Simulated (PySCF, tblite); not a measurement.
# C5H8Cl2Si: geometry, infrared bands and NMR shifts

Wanted: the infrared bands and NMR shifts of C5H8Cl2Si (`CC#C[Si@H](C)C(Cl)Cl`), by calculation.

The runs use tblite 0.8.0 and PySCF 2.14.0, with density-fitted response routines of our own; the level of theory stands in each step. All values are computed, except where a source is named. Atoms count from 0, in the outputs and in this text.

### Step 1. The starting structure

16 atoms, charge 0, multiplicity 1; geometry from: force field or distance geometry start.

Bonds of the start (Å): C0–C1 1.48, C1–C2 1.19, C2–Si3 1.90, Si3–C4 1.87, Si3–C5 1.84, C5–Cl6 1.78, C5–Cl7 1.77, C0–H8 1.09, C0–H9 1.09, C0–H10 1.09, Si3–H11 1.49, C4–H12 1.10, C4–H13 1.09, C4–H14 1.09, C5–H15 1.09.

### Step 2. Relaxing the molecule with GFN2-xTB

What the job is given:

```
{"job": {"kind": "relax", "xc": "GFN2-xTB", "basis": "xTB"}, "charge": 0, "multiplicity": 1}
C      3.453300    -0.603300    -0.035100
C      2.027800    -0.238200     0.100700
C      0.882600     0.044200     0.233000
Si    -0.953000     0.508000     0.406100
C     -1.952900    -1.024700     0.814100
C     -1.593600     1.410000    -1.069900
Cl    -1.595800     0.348800    -2.495800
Cl    -3.232300     2.004600    -0.745800
H      3.645800    -1.592400     0.392300
H      4.079700     0.122500     0.484200
H      3.731400    -0.622500    -1.090800
H     -1.040200     1.392300     1.604400
H     -3.008100    -0.769500     0.985100
H     -1.571700    -1.511700     1.708500
H     -1.907900    -1.740100    -0.008700
H     -0.972800     2.281100    -1.293600
```

On the command line:

```console
$ OMP_NUM_THREADS=1 python probes_run.py task.json out
```

One launch serves the whole session: the jobs run in the order shown.

What it wrote:

```text
step      E/eV     max force
  0    -694.73202    3.141
  1    -694.66491    6.444
  2    -694.89608    0.764
  3    -694.91322    0.394
  4    -694.92938    0.509
  5    -694.93848    0.233
  6    -694.94384    0.190
  7    -694.94814    0.210
  8    -694.95055    0.182
  9    -694.95240    0.114
 10    -694.95433    0.114
 11    -694.95622    0.111
 12    -694.95744    0.085
 13    -694.95808    0.068
 14    -694.95859    0.058
 15    -694.95930    0.089
 16    -694.96009    0.094
 17    -694.96069    0.059
 18    -694.96104    0.053
 19    -694.96134    0.059
 20    -694.96172    0.071
 21    -694.96212    0.056
 22    -694.96241    0.043
 23    -694.96262    0.036
 24    -694.96284    0.059
 25    -694.96314    0.064
 26    -694.96349    0.055
 27    -694.96381    0.051
 28    -694.96412    0.055
 29    -694.96450    0.084
 30    -694.96496    0.083
 31    -694.96540    0.057
 32    -694.96571    0.037
 33    -694.96589    0.038
 34    -694.96602    0.039
 35    -694.96614    0.031
 36    -694.96627    0.034
 37    -694.96641    0.028
 38    -694.96659    0.042
 39    -694.96677    0.038
 40    -694.96694    0.027
 41    -694.96705    0.032
 42    -694.96714    0.030
 43    -694.96725    0.025
 44    -694.96738    0.026
 45    -694.96755    0.035
 46    -694.96770    0.033
 47    -694.96783    0.030
 48    -694.96795    0.033
 49    -694.96807    0.027
 50    -694.96817    0.028
 51    -694.96823    0.018
 52    -694.96826    0.015
 53    -694.96830    0.016
 54    -694.96836    0.030
 55    -694.96846    0.041
 56    -694.96857    0.039
 57    -694.96866    0.024
 58    -694.96874    0.027
 59    -694.96884    0.030
 60    -694.96897    0.044
 61    -694.96910    0.037
 62    -694.96917    0.016
 63    -694.96920    0.013
 64    -694.96922    0.015
 65    -694.96926    0.022
 66    -694.96930    0.022
 67    -694.96934    0.017
 68    -694.96935    0.014
 69    -694.96937    0.015
 70    -694.96939    0.015
 71    -694.96941    0.011
 72    -694.96942    0.006
```

Wall time 0.61 s (1 thread of Arm Neoverse V1, shared host).

Step by step: (not every step is listed) (the energy doesn't fall at every step)

```csv
step,energy from step 0 (eV),largest force (eV/Å)
0,0.0000,3.1411
1,0.0671,6.4439
2,-0.1641,0.7640
3,-0.1812,0.3945
4,-0.1974,0.5086
5,-0.2065,0.2329
6,-0.2118,0.1904
7,-0.2161,0.2105
8,-0.2185,0.1822
13,-0.2261,0.0677
18,-0.2290,0.0530
23,-0.2306,0.0356
28,-0.2321,0.0554
33,-0.2339,0.0377
38,-0.2346,0.0424
43,-0.2352,0.0248
48,-0.2359,0.0330
53,-0.2363,0.0163
58,-0.2367,0.0268
63,-0.2372,0.0130
67,-0.2373,0.0168
68,-0.2373,0.0140
69,-0.2373,0.0154
70,-0.2374,0.0152
71,-0.2374,0.0110
72,-0.2374,0.0058
```

Distances of close pairs at the start and the end, largest changes first:

```csv
bond,before (Å),after (Å),change (Å)
Si3–C5,1.845,1.937,+0.092
C2–Si3,1.901,1.842,-0.060
C0–C1,1.478,1.443,-0.035
Si3–H11,1.492,1.466,-0.025
C1–C2,1.187,1.206,+0.019
Si3–C4,1.875,1.892,+0.017
C4–H12,1.099,1.086,-0.013
C0–H8,1.095,1.090,-0.005
```

The final coordinates are the input of the step that follows.

### Step 3. Harmonic vibrations with GFN2-xTB

What the job is given:

```
{"job": {"kind": "ir", "xc": "GFN2-xTB", "basis": "xTB"}, "charge": 0, "multiplicity": 1}
C      3.385353    -0.573617    -0.100549
C      2.005863    -0.219673     0.130383
C      0.853073     0.082010     0.317403
Si    -0.917850     0.500875     0.599879
C     -1.984068    -1.045501     0.829971
C     -1.479756     1.379926    -1.032138
Cl    -1.376142     0.265967    -2.411741
Cl    -3.151195     1.960389    -0.861975
H      3.586719    -1.566393     0.300869
H      4.040692     0.147088     0.387556
H      3.592258    -0.574093    -1.170251
H     -1.078766     1.497800     1.663135
H     -3.034043    -0.787185     0.936253
H     -1.682103    -1.592860     1.717476
H     -1.889507    -1.713779    -0.021893
H     -0.878126     2.247990    -1.295789
```

What it wrote:

```text
mode    cm-1     km/mol
  1       8.5      0.00
  2      26.5      0.39
  3      48.3      0.19
  4      88.8      0.37
  5     109.1      0.34
  6     118.1      1.08
  7     137.1      1.38
  8     192.5      1.67
  9     220.8     17.74
 10     258.3     19.86
 11     307.8      6.90
 12     322.8      3.86
 13     327.8      9.77
 14     537.6     12.17
 15     565.1      5.55
 16     610.9    133.27
 17     631.2     84.46
 18     686.6     70.42
 19     757.5     65.52
 20     793.7     45.16
 21     827.6    142.99
 22     837.4    172.13
 23    1012.2      5.95
 24    1013.3      5.88
 25    1114.1      3.68
 26    1129.1     11.27
 27    1175.0     46.48
 28    1364.9     24.08
 29    1379.6      5.02
 30    1442.7      8.09
 31    1442.9      8.05
 32    1465.2      1.43
 33    1471.6      0.88
 34    2235.2    281.70
 35    2319.2    287.56
 36    2958.5      3.47
 37    3008.0     12.98
 38    3008.9     13.54
 39    3014.1     15.81
 40    3035.8     16.48
 41    3038.4     16.22
 42    3050.2     24.66
```

Run time: 0.72 s. Hardware: 1 thread of Arm Neoverse V1, shared host.

The strongest bands and the atoms that carry them (share of the mass-weighted mode):

```csv
cm⁻¹,km/mol,atoms
611,133.3,H11 76 %
631,84.5,"H11 33 %, C5 33 %, Si3 13 %"
687,70.4,"C5 51 %, H11 28 %"
758,65.5,"C5 35 %, C4 21 %, Si3 18 %"
828,143.0,"H12 42 %, H14 22 %, C4 16 %"
837,172.1,"H13 41 %, H14 22 %, C4 16 %"
2235,281.7,H11 97 %
2319,287.6,"C1 53 %, C2 46 %"
```

### Step 4. Shielding tensors: PBE0/pcSseg-1

Settings changed since step 3:

```diff
@@ -1,2 +1,2 @@
-{"job": {"kind": "ir", "xc": "GFN2-xTB", "basis": "xTB"}, "charge": 0, "multiplicity": 1}
+{"job": {"kind": "nmr", "xc": "PBE0", "basis": "pcSseg-1"}, "charge": 0, "multiplicity": 1}
 C      3.385353    -0.573617    -0.100549
```

With the program's defaults for keys left out, this is: GIAO PBE0/pcSseg-1 NMR shielding, non-relativistic, gas phase.

What it wrote:

```text
coarse grid: 15264 points
cycle   1  E = -1404.3443297983  dE =  7.566e-01  |g| = 5.332e-01  |ddm| = 3.886e+00
cycle   2  E = -1404.3077585297  dE =  3.657e-02  |g| = 6.603e-01  |ddm| = 1.236e+00
cycle   3  E = -1404.4156518139  dE = -1.079e-01  |g| = 1.119e-01  |ddm| = 6.847e-01
cycle   4  E = -1404.4183739721  dE = -2.722e-03  |g| = 4.403e-02  |ddm| = 1.171e-01
cycle   5  E = -1404.4187388505  dE = -3.649e-04  |g| = 2.274e-02  |ddm| = 4.530e-02
cycle   6  E = -1404.4188637126  dE = -1.249e-04  |g| = 4.415e-03  |ddm| = 1.925e-02
cycle   7  E = -1404.4188684991  dE = -4.787e-06  |g| = 1.114e-03  |ddm| = 5.108e-03
final grid: 134440 points
cycle   8  E = -1404.4656936450  dE = -3.519e-05  |g| = 8.229e-03  |ddm| = 4.181e-02
cycle   9  E = -1404.4656877924  dE =  5.853e-06  |g| = 9.256e-03  |ddm| = 1.396e-02
cycle  10  E = -1404.4657089759  dE = -2.118e-05  |g| = 1.424e-03  |ddm| = 7.862e-03
cycle  11  E = -1404.4657093839  dE = -4.080e-07  |g| = 4.318e-04  |ddm| = 1.604e-03
cycle  12  E = -1404.4657094269  dE = -4.309e-08  |g| = 1.427e-04  |ddm| = 4.274e-04
cycle  13  E = -1404.4657094314  dE = -4.461e-09  |g| = 5.347e-05  |ddm| = 1.385e-04
cycle  14  E = -1404.4657094321  dE = -6.712e-10  |g| = 1.196e-05  |ddm| = 4.728e-05
converged SCF energy = -1404.4657094321

GIAO shielding tensors (ppm)
atom      isotropic    diamagn.    paramagn.     s11        s22        s33       span
  0 C      181.099     251.866     -70.766    172.492    172.535    198.271     25.779
  1 C       71.078     275.818    -204.739    -25.299    -23.967    262.501    287.800
  2 C      104.170     257.410    -153.240     19.519     22.311    270.678    251.159
  3 Si     386.840     880.930    -494.090    353.458    395.025    412.037     58.579
  4 C      194.402     253.337     -58.936    190.467    191.908    200.830     10.362
  5 C      112.953     251.033    -138.081     70.382    131.482    136.994     66.612
  6 Cl     748.522    1147.370    -398.848    453.777    761.308   1030.480    576.703
  7 Cl     746.812    1145.085    -398.273    449.250    755.788   1035.398    586.148
  8 H       29.631      28.069       1.562     24.434     27.967     36.494     12.060
  9 H       29.655      26.900       2.755     24.526     27.735     36.706     12.180
 10 H       29.596      29.011       0.586     24.270     28.404     36.116     11.846
 11 H       27.154      28.810      -1.656     23.506     25.483     32.473      8.967
 12 H       31.237      28.190       3.046     25.589     29.627     38.494     12.905
 13 H       31.553      30.045       1.508     26.717     28.389     39.553     12.836
 14 H       30.912      31.028      -0.116     26.206     29.843     36.686     10.480
 15 H       26.080      30.053      -3.973     21.102     26.501     30.637      9.535
```

Wall time 35 s (1 thread of Arm Neoverse V1, shared host); peak memory 0.88 GiB.

Shifts follow as δ = σ(reference) − σ, with reference shieldings (ppm) from runs at the same level and on the same kind of geometry: 1H TMS 31.72, 13C TMS 186.9, 29Si TMS 349.2, 35Cl HCl 950. The references are single molecules in the gas phase. Atoms listed in one row are averaged.

```csv
atoms,environment,σ (ppm),δ (ppm),δ scaled to CDCl3
C1,alkyne carbon,71.1,115.8,111.2
C2,alkyne carbon,104.2,82.8,78.9
C5,sp3 CH bonded to 2 Cl and Si,113.0,74.0,70.3
C0,propargylic methyl carbon,181.1,5.8,3.8
C4,methyl carbon bonded to Si,194.4,-7.5,-9.2
H15,hydrogen on an sp3 CH bonded to 2 Cl and Si,26.08,5.64,5.42
H11,hydrogen on a silicon bonded to 3 C,27.15,4.56,–
"H8, H9, H10",hydrogen on a propargylic methyl carbon,29.63,2.09,2.07
"H12, H13, H14",hydrogen on a methyl carbon bonded to Si,31.23,0.48,0.56
Si3,"silicon bonded to 3 C, H",386.8,-37.7,–
Cl7,chlorine bonded to C,747,203,–
Cl6,chlorine bonded to C,749,201,–
```

The scaled column applies a straight-line fit of computed shieldings to shifts measured in CDCl3, with any fitted terms for Cl, Br or S neighbours (root-mean-square error 0.16 ppm for H, 1.9 ppm for C).

Charges from the same density, by scheme (e):

```csv
atoms,Mulliken,IAO,Hirshfeld,ESP fit
C0,-0.16,-0.44,-0.09,-0.56
C1,-0.15,0.02,-0.02,0.34
C2,-0.40,-0.39,-0.19,-0.64
Si3,0.88,0.94,0.36,0.89
C4,-0.62,-0.72,-0.21,-0.71
C5,-0.46,-0.38,-0.06,-0.65
Cl6,-0.08,-0.07,-0.05,0.00
Cl7,-0.09,-0.07,-0.06,-0.03
```

Mayer bond orders: C0–C1 1.19, C1–C2 2.54, C2–Si3 0.99, Si3–C4 0.99, Si3–C5 0.72, C5–Cl6 0.99, C5–Cl7 0.98.

### Step 5. Outcome

| quantity | value |
| --- | --- |
| strongest single infrared mode (GFN2-xTB) | 2319 cm⁻¹, 288 km/mol |
| zero-point energy (GFN2-xTB) | 68.8 kcal/mol |
| 13C shifts against TMS (PBE0/pcSseg-1) | 115.8, 82.8, 74.0, 5.8, -7.5 ppm |
| 1H shifts against TMS (PBE0/pcSseg-1, means over atoms taken as alike) | 5.64, 4.56, 2.09, 0.48 ppm |
| 29Si shifts against TMS (PBE0/pcSseg-1) | -37.7 ppm |
| 35Cl shifts against HCl (PBE0/pcSseg-1) | 203, 201 ppm |

Relaxing lowered the energy by 0.237 eV in 72 steps; the close pair that moved most is Si3–C5, from 1.845 to 1.937 Å. No mode is imaginary among the 42: a minimum at this level. The strongest single mode, at 2319 cm⁻¹, moves mainly C1 and C2. GFN2-xTB is a fitted tight-binding method: band positions and strengths are rough. Its intensities can rank the bands wrongly. C5 stands next to heavy halogen, whose spin-orbit shielding this run leaves out, so the computed shift lies too far downfield, most of all for carbon beside Br or I. H15 (hydrogen on an sp3 CH bonded to 2 Cl and Si) lies farthest downfield among hydrogen, at 5.64 ppm; its carbon carries Cl, which withdraws density.
